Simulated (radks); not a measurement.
**Spin polarisation of the 5p shell in Te²⁺**

One table from this session's results is given with a row withheld; the runs are named, their logs left out.

Method: scalar-relativistic Kohn-Sham, PBE, spin-polarised, spherical densities, finite nucleus. Code: radks (a radial shooting solver on a logarithmic mesh, Libxc functionals) version 1.

## What is computed

| Property | Result |
| --- | --- |
| element | tellurium (Z = 52) |
| charge | +2 |
| electrons | 50 |
| configuration | [Kr] 4d10 5s2 5p(up 1, down 1) |
| nuclear rms radius | 4.7423 fm |

A shell typed twice in an input gives spin up, then spin down.

The first run:

Input:

```text
Z 52
configuration [Kr] 4d10 5s2 5p1 5p1
relativity scalar-relativistic
functional pbe,pbe
spin polarised
nucleus finite rms 4.7423 fm
c 137.035999084
```

Among the steps run: No moment.

One table of the session follows, with a row left open; its other results are not shown here.

It belongs to the step «No moment». Radial moments (bohr):

```
level     <r>  outermost maximum (interpolated)  90 % within  nodes
   3s  0.3221                             0.293        0.473      2
   3p  0.3202                             0.286        0.481      1
   3d  0.2968                             0.238        0.466      0
   4s       ?                                 ?            ?      ?
   4p  0.8207                             0.738         1.20      2
   4d  0.9679                             0.810         1.48      1
   5s   1.975                              1.75         2.86      4
   5p   2.342                              2.04         3.42      3
```

Q: Estimate the row for 4s from the others.

**Answer.** <r>: 0.7645; outermost maximum (interpolated): 0.701; 90 % within: 1.10; nodes: 3. In the column «<r>» it lies between 3s (0.3221) and 4p (0.8207).
